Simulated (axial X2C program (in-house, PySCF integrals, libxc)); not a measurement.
# A two-component session on MoSi: properties at the nuclei

Aim: properties at the nuclei of MoSi, with spin–orbit coupling in the Hamiltonian from the start.

Program: an in-house X2C program for linear molecules on PySCF integrals. Level of theory: two-component X2C with atomic mean-field terms, Mo dyall-cv3z, Si dyall-v3z. These are calculated values, not measurements.

**1. Set-up**

The input, task.json:

```json
{"zs": [42, 14], "q": 0, "bas": ["dyall-cv3z", "dyall-v3z"], "r0": 2.54, "levels": ["PBE0", "HF", "r2SCAN", "LDA", "BHandHLYP"], "nst": 3}
```

Keys: zs atomic numbers; q charge; bas basis sets; r0 starting distance in Å; levels methods (HF also brings MP2); nst determinants followed.

The run is started by

```bash
python soeom.py task.json out
```

After this run come: Expectation values, lowest determinant; Expectation values, a higher determinant; Expectation values, a higher determinant.

**Question.** What will these runs give? Wanted: lowest determinant; Eeff magnitude; Ws magnitude Mo; A∥/gI Mo; qzz Mo; higher determinant (for each run or level that gives them).

As calculated:

```
                                        quantity                                                         value
                              lowest determinant                Ω = 3 (excess of +ω over −ω: ω = 1/2, ω = 5/2)
                    Eeff magnitude (GV/cm), PBE0                                                          1.48
                     Ws magnitude Mo (kHz), PBE0                                                         0.234
                            A∥/gI Mo (MHz), PBE0                                                           384
                             qzz Mo (a.u.), PBE0                                                         -0.21
                              higher determinant               Ω = 1 (excess of +ω over −ω: ω = -3/2, ω = 5/2)
Eeff magnitude (GV/cm), PBE0, higher determinant                                                          1.58
 Ws magnitude Mo (kHz), PBE0, higher determinant                                                         0.745
        A∥/gI Mo (MHz), PBE0, higher determinant                                                          1020
         qzz Mo (a.u.), PBE0, higher determinant                                                         -0.21
                              higher determinant  Ω = 2 (excess of +ω over −ω: 2 × ω = 1/2, ω = -3/2, ω = 5/2)
Eeff magnitude (GV/cm), PBE0, higher determinant                                                          1.39
 Ws magnitude Mo (kHz), PBE0, higher determinant                                                         0.334
        A∥/gI Mo (MHz), PBE0, higher determinant                                                           913
         qzz Mo (a.u.), PBE0, higher determinant                                                          0.38
```

What this shows: In the first state, the effective field runs from 1.25 to 2.38 GV/cm over the mean-field levels. The expectation values come from single determinants, which for open shells can mix terms of unlike spin or miss the lowest Ω, so a determinant need not be a state. Eeff is the effective electric field on the electron dipole moment in this Ω state and Ws the scalar–pseudoscalar constant (defined with the proton number Z and per Ω); A∥ is the parallel hyperfine constant, which follows by multiplying with the nuclear g factor gI = μI/(I μN); qzz is the electric field gradient, eQq0 = 234.96 MHz × Q/barn × qzz; μ is positive if Si is the positive end. The operators were transformed with the bare-nucleus X2C matrices. A second determinant lies within 0.1 eV of the first, so their order is not settled at this level.
